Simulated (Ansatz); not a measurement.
# Sn3Se: the cost of one run

Computed with Ansatz 0.2.0 (DFT PBE, scalar-relativistic, plane waves, PAW, unless a step's input says otherwise).

## 1. The starting structure

Symmetry: Fm-3m, No. 225, cubic system. Conventional cell: a = 7.456 Å, b = 7.456 Å, c = 7.456 Å, α = 90.00°, β = 90.00°, γ = 90.00°. Sn (site symmetry -43m) has 4 Sn at 3.23 Å and 4 Se at 3.23 Å in its first shell of neighbours. Around Sn (site symmetry m-3m) lie 8 Sn at 3.23 Å. Se (site symmetry m-3m) is surrounded by 8 Sn at 3.23 Å.

As a file:

```cif
data_structure
_symmetry_space_group_name_H-M 'P 1'
_symmetry_Int_Tables_number 1
_cell_length_a 5.2721
_cell_length_b 5.2721
_cell_length_c 5.2721
_cell_angle_alpha 60.000
_cell_angle_beta 60.000
_cell_angle_gamma 60.000
_cell_volume 103.62
loop_
_atom_site_label
_atom_site_type_symbol
_atom_site_fract_x
_atom_site_fract_y
_atom_site_fract_z
_atom_site_occupancy
Sn1 Sn 0.25000 0.25000 0.25000 1
Sn2 Sn 0.75000 0.75000 0.75000 1
Sn3 Sn 0.50000 0.50000 0.50000 1
Se1 Se 0.00000 0.00000 0.00000 1
```

It goes back to an entry of the Materials Project, which need not be the stable form.

It is the result of an earlier relaxation at this level (volume 25.90 Å³/atom; gap on the mesh: none (metal)).

## 2. Zero of energy

The reference gives a free energy of -23541.5793 eV, pressure 0.14 GPa, largest force 0.000 eV/Å and gap on the mesh none (metal). It was computed beforehand with the settings of the runs below.

## 3. Setting up a one-atom displacement scan

Atom 4 (Se) is moved by x along the Cartesian unit vector (1.000, 0.000, 0.000); the cell and all other atoms stay fixed. Forces below are components along that vector, summed over the moved atoms. In a periodic cell its images move with it.

## 4. At x = -0.450 Å

Contents of input.yaml:

```yaml
crystal:
  lattice:
    - [0.0, 3.7279542406, 3.7279542406]
    - [3.7279542406, 0.0, 3.7279542406]
    - [3.7279542406, 3.7279542406, 0.0]
  atoms:
    - { symbol: Sn, position: [0.25, 0.25, 0.25] }
    - { symbol: Sn, position: [0.75, 0.75, 0.75] }
    - { symbol: Sn, position: [0.5, 0.5, 0.5] }
    - { symbol: Se, position: [0.0603548181, -0.0603548181, -0.0603548181] }
basis:
  ecutwfc: 420
kpoints:
  mp_grid: { grid: [12, 12, 12] }
hamiltonian:
  xc: pbe
scf:
  occupations: { method: gaussian, width: 0.15 }
output:
  forces: true
  stress: true
  eigenvalues: true
```

Command:

```
$ ansatz run input.yaml --threads 1 --pin off --max-ram 2560MiB --backend cpu --events-out ev --progress --plain --runs-dir out
```

What time and memory should one allow on 1 thread of Intel Xeon at 2.70GHz, shared host?

About 55 s, with a peak of 0.68 GiB.
